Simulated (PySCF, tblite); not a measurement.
# C₄H₁₅NOSi₃: geometry, infrared bands and NMR shifts

What infrared bands and NMR shifts should C₄H₁₅NOSi₃ (`CO[C@@H]1[SiH2]C[SiH2]C[Si@H]1N`) show?

The runs use tblite 0.8.0 and PySCF 2.14.0, with density-fitted response routines of our own; the level of theory stands in each step. All values are computed, except where a source is named. Atoms are numbered from 0 throughout.

## (1) The starting structure

24 atoms, charge 0, multiplicity 1; geometry from: force field or distance geometry start.

Bonds of the start (Å): C0–O1 1.42, O1–C2 1.43, C2–Si3 1.91, Si3–C4 1.85, C4–Si5 1.85, Si5–C6 1.85, C6–Si7 1.86, Si7–N8 1.72, Si7–C2 1.93, C0–H9 1.09, C0–H10 1.08, C0–H11 1.10, C2–H12 1.09, Si3–H13 1.49, Si3–H14 1.49, C4–H15 1.10, C4–H16 1.10, Si5–H17 1.48, Si5–H18 1.49, C6–H19 1.10, C6–H20 1.09, Si7–H21 1.48, N8–H22 1.01, N8–H23 1.01.

## (2) Relaxing the molecule with GFN2-xTB

Job settings and geometry (Å):

```
{"job": {"kind": "relax", "xc": "GFN2-xTB", "basis": "xTB"}, "charge": 0, "multiplicity": 1}
C      3.220500     0.824900    -0.639700
O      2.344200     0.105300     0.219200
C      0.963300     0.222700    -0.130300
Si    -0.053400     1.548800     0.791200
C     -1.776300     1.725000     0.137200
Si    -2.631000     0.101700     0.387600
C     -1.780800    -1.296700    -0.481700
Si    -0.056900    -1.376000     0.213500
N      0.770900    -2.703000    -0.508100
H      3.148700     0.426600    -1.651100
H      4.234500     0.709300    -0.280200
H      2.955200     1.888800    -0.633800
H      0.866300     0.412200    -1.202300
H     -0.074700     1.280200     2.260600
H      0.628200     2.857500     0.621600
H     -2.308300     2.530800     0.663200
H     -1.747600     1.989800    -0.929900
H     -4.006000     0.210200    -0.144100
H     -2.768200    -0.183700     1.844800
H     -2.312400    -2.236400    -0.297400
H     -1.765700    -1.122400    -1.554800
H     -0.069400    -1.713300     1.651300
H      0.460500    -3.560300    -0.066100
H      1.746700    -2.622400    -0.263400
```

Started as:

```bash
> OMP_NUM_THREADS=1 python probes_run.py task.json out
```

This one command runs all jobs of the session in turn.

What it wrote:

```text
step      E/eV     max force
  0    -771.48720    2.011
  1    -771.62213    0.916
  2    -771.69086    0.563
  3    -771.74580    0.653
  4    -771.81004    0.715
  5    -771.85242    0.546
  6    -771.87824    0.327
  7    -771.89471    0.295
  8    -771.90955    0.301
  9    -771.92394    0.258
 10    -771.93275    0.182
 11    -771.93764    0.176
 12    -771.94251    0.196
 13    -771.94813    0.180
 14    -771.95282    0.170
 15    -771.95587    0.130
 16    -771.95819    0.136
 17    -771.96065    0.139
 18    -771.96337    0.129
 19    -771.96638    0.145
 20    -771.96973    0.130
 21    -771.97334    0.164
 22    -771.97682    0.132
 23    -771.98012    0.150
 24    -771.98337    0.148
 25    -771.98646    0.149
 26    -771.98890    0.125
 27    -771.99037    0.074
 28    -771.99135    0.065
 29    -771.99259    0.104
 30    -771.99449    0.156
 31    -771.99676    0.148
 32    -771.99858    0.097
 33    -771.99978    0.096
 34    -772.00089    0.084
 35    -772.00237    0.125
 36    -772.00403    0.111
 37    -772.00527    0.069
 38    -772.00597    0.060
 39    -772.00652    0.063
 40    -772.00715    0.064
 41    -772.00769    0.047
 42    -772.00807    0.039
 43    -772.00841    0.046
 44    -772.00892    0.065
 45    -772.00963    0.069
 46    -772.01042    0.066
 47    -772.01112    0.056
 48    -772.01175    0.069
 49    -772.01246    0.078
 50    -772.01334    0.082
 51    -772.01429    0.074
 52    -772.01514    0.066
 53    -772.01587    0.083
 54    -772.01649    0.066
 55    -772.01700    0.049
 56    -772.01746    0.057
 57    -772.01801    0.080
 58    -772.01871    0.105
 59    -772.01944    0.086
 60    -772.02001    0.049
 61    -772.02044    0.046
 62    -772.02087    0.060
 63    -772.02138    0.074
 64    -772.02188    0.053
 65    -772.02227    0.040
 66    -772.02261    0.039
 67    -772.02294    0.047
 68    -772.02328    0.048
 69    -772.02362    0.040
 70    -772.02395    0.038
 71    -772.02431    0.039
 72    -772.02466    0.040
 73    -772.02496    0.032
 74    -772.02522    0.034
 75    -772.02549    0.041
 76    -772.02581    0.045
 77    -772.02619    0.051
 78    -772.02661    0.050
 79    -772.02706    0.046
 80    -772.02750    0.046
 81    -772.02786    0.040
 82    -772.02814    0.048
 83    -772.02843    0.045
 84    -772.02896    0.051
 85    -772.02951    0.064
 86    -772.03016    0.066
 87    -772.03063    0.052
 88    -772.03102    0.055
 89    -772.03143    0.052
 90    -772.03193    0.050
 91    -772.03244    0.056
 92    -772.03291    0.043
 93    -772.03337    0.047
 94    -772.03384    0.049
 95    -772.03429    0.052
 96    -772.03465    0.036
 97    -772.03488    0.029
 98    -772.03504    0.032
 99    -772.03521    0.028
100    -772.03540    0.031
101    -772.03566    0.034
102    -772.03592    0.030
103    -772.03611    0.020
104    -772.03622    0.015
105    -772.03627    0.017
106    -772.03632    0.015
107    -772.03635    0.013
108    -772.03638    0.008
```

It took 4.4 s on 1 thread of Intel Xeon at 2.50GHz, shared host; peak memory 0.18 GiB.

Step by step: (not every step is listed)

```csv
step,energy from step 0 (eV),largest force (eV/Å)
0,0.0000,2.0111
1,-0.1349,0.9163
2,-0.2037,0.5627
3,-0.2586,0.6527
4,-0.3228,0.7146
5,-0.3652,0.5462
6,-0.3910,0.3273
7,-0.4075,0.2952
8,-0.4223,0.3012
17,-0.4734,0.1394
26,-0.5017,0.1252
35,-0.5152,0.1251
44,-0.5217,0.0655
53,-0.5287,0.0833
62,-0.5337,0.0601
71,-0.5371,0.0388
80,-0.5403,0.0458
89,-0.5442,0.0521
98,-0.5478,0.0324
103,-0.5489,0.0203
104,-0.5490,0.0152
105,-0.5491,0.0168
106,-0.5491,0.0154
107,-0.5491,0.0134
108,-0.5492,0.0081
```

Close pairs (by a distance rule), those that changed most:

```csv
bond,before (Å),after (Å),change (Å)
C4–Si5,1.852,1.899,+0.047
Si3–C4,1.851,1.897,+0.046
Si5–C6,1.853,1.896,+0.043
C6–Si7,1.860,1.898,+0.038
Si3–H13,1.494,1.467,-0.027
C0–O1,1.422,1.398,-0.025
Si5–H18,1.491,1.470,-0.021
C2–Si7,1.927,1.909,-0.018
```

The next job starts from the end point, and lists it.

## (3) Infrared spectrum with GFN2-xTB

Job settings and geometry (Å):

```
{"job": {"kind": "ir", "xc": "GFN2-xTB", "basis": "xTB"}, "charge": 0, "multiplicity": 1}
C      3.177231     0.852918    -0.210689
O      2.226747    -0.041670     0.289795
C      0.897217     0.162574    -0.217833
Si     0.057734     1.708746     0.517817
C     -1.769060     1.681203     0.007274
Si    -2.720111     0.121600     0.525529
C     -1.839428    -1.398268    -0.188152
Si     0.013654    -1.473689     0.215666
N      0.727995    -2.651313    -0.828781
H      3.220182     0.813315    -1.308179
H      4.141212     0.550584     0.198099
H      2.962581     1.884236     0.091790
H      0.960228     0.255213    -1.312148
H      0.217082     1.684865     1.976134
H      0.660410     2.959659     0.012284
H     -2.258760     2.558856     0.424081
H     -1.834426     1.788441    -1.075305
H     -4.101189     0.190558     0.011259
H     -2.788472     0.038803     1.991356
H     -2.317535    -2.300601     0.186704
H     -1.972288    -1.416033    -1.268789
H      0.196739    -1.703398     1.659400
H      0.396984    -3.602103    -0.791099
H      1.733537    -2.644732    -0.898657
```

What it wrote:

```text
mode    cm-1     km/mol
  1      39.6      0.00
  2      66.1      3.58
  3      78.6      0.04
  4     131.4      2.61
  5     138.3      0.13
  6     159.4      1.45
  7     179.0      0.96
  8     194.0      4.77
  9     207.2      1.92
 10     238.4      6.29
 11     251.9     18.26
 12     267.6      2.63
 13     310.9      5.32
 14     379.7      4.70
 15     453.0     28.63
 16     461.0     52.41
 17     548.8      4.10
 18     558.3     11.69
 19     569.5    153.79
 20     599.9     34.45
 21     616.7     25.24
 22     637.9      6.92
 23     658.2    196.17
 24     690.3      0.66
 25     692.9     11.97
 26     704.6    188.28
 27     724.6    149.81
 28     771.7    227.26
 29     789.0    300.12
 30     801.4    330.08
 31     806.5     83.13
 32     826.8    200.37
 33     837.8    147.12
 34     864.4    260.68
 35     886.3    181.92
 36     963.1     28.05
 37    1007.7      0.78
 38    1022.9      2.32
 39    1075.8     27.06
 40    1099.1     94.14
 41    1129.3     78.01
 42    1136.0      5.38
 43    1139.8    129.08
 44    1165.5      0.20
 45    1280.5     17.31
 46    1408.8      1.21
 47    1461.3      0.21
 48    1465.9      0.44
 49    1473.2      3.44
 50    1497.1      3.65
 51    1512.0     51.75
 52    2135.7    404.38
 53    2155.5    297.84
 54    2168.9    340.75
 55    2203.9    248.35
 56    2233.7    480.98
 57    2824.0     64.53
 58    2878.8     66.09
 59    2922.2     57.08
 60    2976.9     30.69
 61    2988.5     49.38
 62    3000.8     27.44
 63    3004.4     48.59
 64    3007.1     34.29
 65    3464.0      3.13
 66    3500.3      1.75
```

It took 5.6 s on 1 thread of Intel Xeon at 2.50GHz, shared host; peak memory 0.18 GiB.

The strongest bands and the atoms that carry them (share of the mass-weighted mode):

```csv
cm⁻¹,km/mol,atoms
789,300.1,"H14 26 %, H13 25 %, H17 19 %, H18 18 %"
801,330.1,"H14 13 %, H17 12 %, H13 12 %, H18 10 %"
864,260.7,"C2 29 %, Si7 23 %, H12 13 %"
2136,404.4,H14 93 %
2156,297.8,H17 84 %
2169,340.8,H21 87 %
2204,248.3,H18 88 %
2234,481.0,H13 91 %
```

## (4) Nuclear shieldings: PBE0/pcSseg-1

The job, as its differences from that of step 3:

```diff
@@ -1,2 +1,2 @@
-{"job": {"kind": "ir", "xc": "GFN2-xTB", "basis": "xTB"}, "charge": 0, "multiplicity": 1}
+{"job": {"kind": "nmr", "xc": "PBE0", "basis": "pcSseg-1"}, "charge": 0, "multiplicity": 1}
 C      3.177231     0.852918    -0.210689
```

With the program's defaults for keys left out, this is: GIAO PBE0/pcSseg-1 NMR shielding, non-relativistic, gas phase.

What it wrote:

```text
coarse grid: 20664 points
cycle   1  E = -1158.9949966687  dE =  7.401e-01  |g| = 7.548e-01  |ddm| = 4.393e+00
cycle   2  E = -1158.9022887905  dE =  9.271e-02  |g| = 1.011e+00  |ddm| = 1.551e+00
cycle   3  E = -1159.1153594585  dE = -2.131e-01  |g| = 1.074e-01  |ddm| = 1.001e+00
cycle   4  E = -1159.1170291474  dE = -1.670e-03  |g| = 4.678e-02  |ddm| = 9.693e-02
cycle   5  E = -1159.1174938029  dE = -4.647e-04  |g| = 9.053e-03  |ddm| = 4.770e-02
cycle   6  E = -1159.1175121306  dE = -1.833e-05  |g| = 2.853e-03  |ddm| = 1.252e-02
cycle   7  E = -1159.1175138978  dE = -1.767e-06  |g| = 6.512e-04  |ddm| = 3.067e-03
final grid: 183392 points
cycle   8  E = -1159.1765999956  dE = -3.197e-05  |g| = 1.254e-02  |ddm| = 2.907e-02
cycle   9  E = -1159.1765689195  dE =  3.108e-05  |g| = 1.786e-02  |ddm| = 2.167e-02
cycle  10  E = -1159.1766320123  dE = -6.309e-05  |g| = 1.585e-03  |ddm| = 1.296e-02
cycle  11  E = -1159.1766325421  dE = -5.298e-07  |g| = 2.635e-04  |ddm| = 1.657e-03
cycle  12  E = -1159.1766325548  dE = -1.270e-08  |g| = 8.526e-05  |ddm| = 3.346e-04
cycle  13  E = -1159.1766325564  dE = -1.570e-09  |g| = 2.812e-05  |ddm| = 9.700e-05
cycle  14  E = -1159.1766325565  dE = -1.592e-10  |g| = 5.705e-06  |ddm| = 3.024e-05
converged SCF energy = -1159.1766325565

GIAO shielding tensors (ppm)
atom      isotropic    diamagn.    paramagn.     s11        s22        s33       span
  0 C      123.504     244.089    -120.584     86.942    101.545    182.027     95.085
  1 O      336.049     399.044     -62.994    295.674    336.945    375.530     79.856
  2 C      117.992     260.356    -142.364     84.404     91.259    178.312     93.908
  3 Si     401.484     882.687    -481.203    369.445    401.574    433.433     63.988
  4 C      197.410     258.422     -61.011    188.719    194.915    208.597     19.878
  5 Si     395.065     880.064    -484.999    360.523    388.915    435.757     75.235
  6 C      189.173     260.262     -71.089    183.301    190.990    193.229      9.928
  7 Si     365.819     881.398    -515.580    337.993    366.774    392.689     54.696
  8 N      250.648     316.343     -65.695    223.223    259.411    269.309     46.087
  9 H       28.614      29.735      -1.121     24.749     26.249     34.844     10.096
 10 H       27.844      28.176      -0.333     23.592     25.002     34.938     11.346
 11 H       28.004      29.800      -1.797     23.468     26.589     33.953     10.485
 12 H       28.689      36.604      -7.916     26.791     28.058     31.217      4.426
 13 H       27.487      31.069      -3.581     24.764     25.615     32.084      7.320
 14 H       26.672      30.757      -4.084     21.917     26.052     32.048     10.132
 15 H       31.950      29.448       2.502     26.005     28.428     41.417     15.412
 16 H       32.083      33.190      -1.107     28.139     28.946     39.165     11.026
 17 H       27.085      28.211      -1.127     22.813     24.965     33.477     10.664
 18 H       27.398      29.209      -1.811     24.380     25.184     32.631      8.250
 19 H       31.719      30.267       1.451     26.281     29.195     39.680     13.399
 20 H       31.739      33.283      -1.543     27.456     29.468     38.294     10.838
 21 H       26.504      31.196      -4.692     23.662     25.142     30.709      7.047
 22 H       31.596      29.752       1.844     23.913     27.681     43.193     19.280
 23 H       31.027      31.690      -0.663     22.351     28.900     41.831     19.480
```

Run time: 3.3 min. Hardware: 1 thread of Intel Xeon at 2.50GHz, shared host; peak memory 1.1 GiB.

Shifts follow as δ = σ(reference) − σ, with reference shieldings (ppm) from runs at the same level and on the same kind of geometry: ¹H TMS 31.72, ¹³C TMS 186.9, ²⁹Si TMS 349.2, ¹⁵N NH3 267.7, ¹⁷O H2O 336.1. The references are single molecules in the gas phase, so shifts against H2O, NH3, PH3, H3PO4 or CFCl3 are not on the usual liquid scales and can be off by tens of ppm. Atoms listed in one row are averaged.

```csv
atoms,environment,σ (ppm),δ (ppm),δ scaled to CDCl3
C2,sp3 CH bonded to O and 2 Si,118.0,68.9,65.4
C0,methyl carbon bonded to O,123.5,63.4,60.0
C6,sp3 CH2 bonded to 2 Si,189.2,-2.2,-4.1
C4,sp3 CH2 bonded to 2 Si,197.4,-10.5,-12.1
H21,"hydrogen on a silicon bonded to 2 C, N, in a 6-membered ring",26.50,5.21,–
H14,"hydrogen on a silicon bonded to 2 C, in a 6-membered ring",26.67,5.04,–
H17,"hydrogen on a silicon bonded to 2 C, in a 6-membered ring",27.08,4.63,–
H18,"hydrogen on a silicon bonded to 2 C, in a 6-membered ring",27.40,4.32,–
H13,"hydrogen on a silicon bonded to 2 C, in a 6-membered ring",27.49,4.23,–
"H9, H10, H11",hydrogen on a methyl carbon bonded to O,28.15,3.56,3.46
H12,hydrogen on an sp3 CH bonded to O and 2 Si,28.69,3.03,2.96
"H22, H23",hydrogen on a nitrogen bonded to Si,31.31,0.41,–
H19,hydrogen on an sp3 CH2 bonded to 2 Si,31.72,0.00,0.10
H20,hydrogen on an sp3 CH2 bonded to 2 Si,31.74,-0.02,0.08
H15,hydrogen on an sp3 CH2 bonded to 2 Si,31.95,-0.23,-0.11
H16,hydrogen on an sp3 CH2 bonded to 2 Si,32.08,-0.37,-0.24
O1,ether oxygen,336.0,0.0,–
Si7,"silicon bonded to 2 C, N, H, in a 6-membered ring",365.8,-16.7,–
Si5,"silicon bonded to 2 C, 2 H, in a 6-membered ring",395.1,-45.9,–
Si3,"silicon bonded to 2 C, 2 H, in a 6-membered ring",401.5,-52.3,–
N8,"nitrogen bonded to Si, 2 H",250.6,17.1,–
```

The scaled column applies a straight-line fit of computed shieldings to shifts measured in CDCl3 (root-mean-square error 0.16 ppm for H, 1.9 ppm for C).

The run also stored atomic charges by several schemes (e):

```csv
atoms,Mulliken,IAO,Hirshfeld,ESP fit
C0,-0.02,-0.19,-0.04,-0.10
O1,-0.53,-0.39,-0.14,-0.33
C2,-0.50,-0.47,-0.13,-0.20
Si3,0.65,0.73,0.32,0.45
C4,-0.86,-0.83,-0.25,-0.64
Si5,0.64,0.76,0.34,0.53
C6,-0.87,-0.85,-0.25,-0.63
Si7,0.95,1.05,0.38,0.80
N8,-0.62,-0.84,-0.32,-1.11
```

Mayer bond orders: C0–O1 0.94, O1–C2 0.84, C2–Si3 0.87, Si3–C4 0.91, C4–Si5 0.91, Si5–C6 0.92, C6–Si7 0.88, Si7–N8 1.06, Si7–C2 0.82.

Ring of atoms C2, Si3, C4, Si5, C6, Si7: NICS(0) -2.9, NICS(1) -2.3, NICS(1)zz 4.0 ppm (means of both faces).

The fields below are evaluated on a grid from the run's orbitals.

Frontier orbitals at PBE0/pcSseg-1, with the share of their density that lies nearest to each atom:

```csv
orbital,energy (eV),lies on
HOMO,-6.78,O1 38 %; C2 15 %; N8 11 %
LUMO,0.50,"Si3 10 %; H13, H14 about 8 % each; Si7 7 %"
```

ELF in a plane through or near 10 of the atoms.

Values, 10 rows by 14 columns:
```
0.00 0.00 0.00 0.00 0.00 0.00 0.00 0.00 0.00 0.00 0.00 0.00 0.00 0.00
0.00 0.00 0.00 0.00 0.00 0.00 0.00 0.00 0.00 0.00 0.00 0.00 0.00 0.00
0.00 0.00 0.00 0.00 0.00 0.91 0.99 0.09 0.21 0.95 0.04 0.00 0.00 0.00
0.00 0.00 0.01 0.91 0.50 0.54 0.97 0.28 0.72 0.94 0.07 0.01 0.00 0.00
0.00 0.00 0.21 0.45 0.62 0.08 0.94 0.38 0.62 0.55 0.38 1.00 0.83 0.00
0.00 0.00 0.47 0.42 0.49 0.59 0.41 0.62 0.44 0.90 0.40 0.87 0.37 0.00
0.00 0.00 0.00 0.00 0.05 0.01 0.34 0.10 0.87 0.65 0.58 0.01 0.00 0.00
0.00 0.00 0.00 0.00 0.49 0.99 0.41 0.63 0.02 0.48 0.39 0.00 0.00 0.00
0.00 0.00 0.00 0.00 0.00 0.03 0.55 0.96 0.02 0.00 0.00 0.00 0.00 0.00
0.00 0.00 0.00 0.00 0.00 0.00 0.00 0.00 0.00 0.00 0.00 0.00 0.00 0.00
```
The map spans 13.5 Å across and 12.6 Å up, centred on the molecule. Atoms in the plane (x, y in Å): C0 (-3.3, 0.5), C2 (-0.9, 0.0), C4 (1.6, 1.8), C6 (1.9, -1.2), N8 (-0.5, -2.8), H14 (-1.0, 2.9), H15 (2.0, 2.8), H17 (4.0, 0.5), H22 (-0.1, -3.7), H23 (-1.5, -2.9).

On the surface of density 0.002 e/bohr³ the electrostatic potential runs, from the 1st to the 99th percentile, from -1.35 V near O1 to 1.28 V near H22.

## (5) What came out

| quantity | value |
| --- | --- |
| strongest single infrared mode (GFN2-xTB) | 2234 cm⁻¹, 481 km/mol |
| zero-point energy (GFN2-xTB) | 112.1 kcal/mol |
| ¹³C shifts against TMS (PBE0/pcSseg-1) | 68.9, 63.4, -2.2, -10.5 ppm |
| ¹H shifts against TMS (PBE0/pcSseg-1, means over atoms taken as alike) | 5.21, 5.04, 4.63, 4.32, 4.23, 3.56, 3.03, 0.41, 0.00, -0.02, -0.23, -0.37 ppm |
| ¹⁷O shifts against H2O (PBE0/pcSseg-1) | 0.0 ppm |
| ²⁹Si shifts against TMS (PBE0/pcSseg-1) | -16.7, -45.9, -52.3 ppm |
| ¹⁵N shifts against NH3 (PBE0/pcSseg-1) | 17.1 ppm |
| surface potential, 1st and 99th percentile | -1.35 V and 1.28 V |

Over 108 steps the energy fell by 0.549 eV; of the close pairs, C4–Si5 changed most, 1.852 to 1.899 Å. No mode is imaginary among the 66: a minimum at this level. The strongest single mode, at 2234 cm⁻¹, moves mainly H13. GFN2-xTB is a fitted tight-binding method: band positions and strengths are rough. Its intensities can rank the bands wrongly.
